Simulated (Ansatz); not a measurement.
# Alloy of GaAs and GaP (24 of 32 As sites exchanged), 64 atoms

How does this alloy cell relax, and what gap do PBEsol and HSE06 give?

Method: density functional theory in Ansatz 0.2.0, PAW datasets, plane waves.

## (1) The starting cell

64 atoms (32 Ga, 24 P, 8 As); a = 10.988 Å, b = 10.988 Å, c = 10.988 Å, α = 90.00°, β = 90.00°, γ = 90.00°. All atoms were shaken off their sites by about 0.02 Å along each axis.

The runs, in order: (2) PBEsol cell relaxation at the single k point (½, ½, ½), on 1 × data-centre GPU with 4 threads; (3) HSE06 single point at the Γ point alone, on 1 × data-centre GPU with 4 threads.

## (2) Relaxing cell and atoms with PBEsol

File in.yaml:

```yaml
crystal:
  lattice:
    - [10.987732, 0.000000, 0.000000]
    - [0.000000, 10.987732, 0.000000]
    - [0.000000, 0.000000, 10.987732]
  atoms:
    - { symbol: Ga, position: [0.000198, 0.000202, 0.002093] }
    - { symbol: Ga, position: [0.000868, 0.995906, 0.499297] }
    - { symbol: Ga, position: [0.001100, 0.497674, 0.000662] }
    - { symbol: Ga, position: [0.001205, 0.498478, 0.501092] }
    - { symbol: Ga, position: [0.503633, 0.996150, 0.000572] }
    - { symbol: Ga, position: [0.498412, 0.000585, 0.501852] }
    - { symbol: Ga, position: [0.499192, 0.501414, 0.000086] }
    - { symbol: Ga, position: [0.499554, 0.501832, 0.499881] }
    - { symbol: Ga, position: [0.248326, 0.250102, 0.000915] }
    - { symbol: Ga, position: [0.254077, 0.250457, 0.503434] }
    - { symbol: Ga, position: [0.249996, 0.749178, 0.996626] }
    - { symbol: Ga, position: [0.248346, 0.749227, 0.500897] }
    - { symbol: Ga, position: [0.749443, 0.252148, 0.996994] }
    - { symbol: Ga, position: [0.752107, 0.249175, 0.500970] }
    - { symbol: Ga, position: [0.751206, 0.750863, 0.000889] }
    - { symbol: Ga, position: [0.748650, 0.748599, 0.499389] }
    - { symbol: Ga, position: [0.251120, 0.999533, 0.247525] }
    - { symbol: Ga, position: [0.252498, 0.999370, 0.747674] }
    - { symbol: Ga, position: [0.255305, 0.501979, 0.253786] }
    - { symbol: Ga, position: [0.251153, 0.499893, 0.750073] }
    - { symbol: Ga, position: [0.746921, 0.998268, 0.248777] }
    - { symbol: Ga, position: [0.747907, 0.997765, 0.747300] }
    - { symbol: Ga, position: [0.751082, 0.501333, 0.251111] }
    - { symbol: Ga, position: [0.750364, 0.498702, 0.750181] }
    - { symbol: Ga, position: [0.003369, 0.252107, 0.253175] }
    - { symbol: Ga, position: [0.002093, 0.249616, 0.752028] }
    - { symbol: Ga, position: [0.998981, 0.748849, 0.247690] }
    - { symbol: Ga, position: [0.001696, 0.751000, 0.751822] }
    - { symbol: Ga, position: [0.501417, 0.251248, 0.251664] }
    - { symbol: Ga, position: [0.500307, 0.249213, 0.749113] }
    - { symbol: Ga, position: [0.501436, 0.753577, 0.255005] }
    - { symbol: Ga, position: [0.498021, 0.751630, 0.750941] }
    - { symbol: P, position: [0.124633, 0.123066, 0.126226] }
    - { symbol: P, position: [0.126925, 0.124032, 0.623455] }
    - { symbol: P, position: [0.127393, 0.625233, 0.127009] }
    - { symbol: P, position: [0.625451, 0.122581, 0.124749] }
    - { symbol: P, position: [0.622651, 0.121372, 0.625630] }
    - { symbol: P, position: [0.623426, 0.623362, 0.126567] }
    - { symbol: P, position: [0.626298, 0.625720, 0.623620] }
    - { symbol: P, position: [0.376049, 0.372546, 0.123484] }
    - { symbol: P, position: [0.377894, 0.374962, 0.623170] }
    - { symbol: P, position: [0.374137, 0.873436, 0.626457] }
    - { symbol: P, position: [0.874855, 0.374374, 0.123772] }
    - { symbol: P, position: [0.875444, 0.875335, 0.128026] }
    - { symbol: P, position: [0.875363, 0.875518, 0.625509] }
    - { symbol: P, position: [0.373727, 0.125979, 0.376883] }
    - { symbol: P, position: [0.374795, 0.127678, 0.876342] }
    - { symbol: P, position: [0.375545, 0.626325, 0.374878] }
    - { symbol: P, position: [0.872761, 0.125855, 0.374367] }
    - { symbol: P, position: [0.874546, 0.623287, 0.377894] }
    - { symbol: P, position: [0.127363, 0.374259, 0.373767] }
    - { symbol: P, position: [0.125476, 0.875547, 0.375419] }
    - { symbol: P, position: [0.124628, 0.873663, 0.872822] }
    - { symbol: P, position: [0.627160, 0.376085, 0.376536] }
    - { symbol: P, position: [0.627442, 0.873669, 0.375857] }
    - { symbol: P, position: [0.627335, 0.874924, 0.872362] }
    - { symbol: As, position: [0.125571, 0.623988, 0.627290] }
    - { symbol: As, position: [0.375637, 0.876437, 0.123296] }
    - { symbol: As, position: [0.870458, 0.374578, 0.625960] }
    - { symbol: As, position: [0.376769, 0.626351, 0.877278] }
    - { symbol: As, position: [0.873845, 0.124387, 0.877317] }
    - { symbol: As, position: [0.874901, 0.626129, 0.877878] }
    - { symbol: As, position: [0.124211, 0.375437, 0.873545] }
    - { symbol: As, position: [0.625083, 0.374827, 0.874939] }
kpoints:
  mp_grid: { grid: [1, 1, 1], shift: [0.5, 0.5, 0.5] }
hamiltonian:
  xc: pbesol
scf:
  occupations: { method: fermi_dirac, width: 0.01 }
relax:
  f_tol: 0.03
  max_steps: 80
  escape_saddle: false
  adjacent_minimum: "off"
  cell: { fix: [shape] }
output:
  forces: true
  eigenvalues: true
  populations: true
```

Further steps of the session: Single point with HSE06.

What does the calculation give? Wanted: for each run, top filled to lowest empty.

**Answer**, as computed:

```
             level        time   k points  top filled to lowest empty (eV)
PBEsol, relaxation   8 s (GPU)  (½, ½, ½)                             2.27
             HSE06  58 s (GPU)          Γ                             2.16
```

| quantity | value |
| --- | --- |
| relaxation | 4 recorded steps, 0.91 eV gained |
| largest shift | 0.12 Å (Ga13) |
| relaxed cell | a = 11.001 Å, b = 11.001 Å, c = 11.001 Å, α = 90.00°, β = 90.00°, γ = 90.00° |
| mean bonds | As–Ga 2.430, Ga–P 2.366 Å |

**Reading.** The relaxation lowers the energy by 0.91 eV; the largest shift is 0.12 Å (Ga13), while the volume changes by +0.4 %. The mean lengths of the listed bonds run from Ga–P 2.37 Å to As–Ga 2.43 Å. Rows on different k points differ by sampling as well as by level. Spin–orbit coupling is left out, which matters for the band edges of the heavier elements here. With one k point the spacing samples only the states that fold onto it, so it can exceed the gap over the zone.
